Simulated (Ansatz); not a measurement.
# SnH2Cl radical: basis-set convergence

An exercise on one series of results from a longer session: the logs are not shown, and one member is left open.

Method: one geometry, several basis sets; program: Ansatz 0.2.0, Gaussian basis.

Levels to be run: PBE0-D4/def2-SVP; ωB97M-V/def2-SVP; PBE0-D4/def2-QZVPP; ωB97M-V/def2-QZVPP; the functionals' def2-TZVPP values are taken from earlier runs.

## The geometry

An earlier PBE0-D4 in a triple-zeta def2 set relaxation fixed the geometry. Sn takes the def2 core potential; no spin-orbit term is included.

SMILES `[Cl][SnH2]`, 4 atoms, charge 0, spin multiplicity 2.

Atoms are counted from 1 here; the program's logs count them from 0.

Bond lengths: Cl1–Sn2 2.343 Å, Sn2–H3 1.723 Å, Sn2–H4 1.723 Å. Angles: Cl1–Sn2–H3 105.0°, Cl1–Sn2–H4 105.0°, H3–Sn2–H4 111.9°.

The first run:

in.yaml

```yaml
crystal:
  periodic: [false, false, false]
  atoms:
    - {symbol: Cl, position_ang: [-1.882577, 0.398354, -0.584972]}
    - {symbol: Sn, position_ang: [0.379967, -0.179589, -0.397055]}
    - {symbol: H, position_ang: [0.412472, -1.500016, 0.709616]}
    - {symbol: H, position_ang: [1.145538, 1.221050, 0.252111]}
basis:
  gaussian: {orbitals: def2-SVP}
magnetization: {spin_polarized: true, initial_magnetization: 1}
hamiltonian: {xc: pbe0, dispersion: d4}
output: {orbitals: {seedname: orbitals}}
```

Steps of the session up to this table: PBE0-D4 in def2-SVP; ωB97M-V in def2-SVP; PBE0-D4 in def2-QZVPP; ωB97M-V in def2-QZVPP.

One of the session's tables, all rows but one given; the rest of the session is left out.

It belongs to the step «Density functionals: the series». 

| functional | basis | HOMO (eV) | LUMO (eV) |
| --- | --- | --- | --- |
| PBE0-D4 | def2-SVP | -6.52 | -3.57 |
| PBE0-D4 | def2-TZVPP | -6.63 | -3.65 |
| PBE0-D4 | def2-QZVPP | -6.65 | -3.67 |
| ωB97M-V | def2-SVP | -8.48 | -1.77 |
| ωB97M-V | def2-TZVPP | -8.64 | -1.93 |
| ωB97M-V | def2-QZVPP | ? | ? |

Estimate the missing values for ωB97M-V, def2-QZVPP.

**Answer.** HOMO (eV): -8.66; LUMO (eV): -1.97. In the column «HOMO (eV)» it is the lowest.
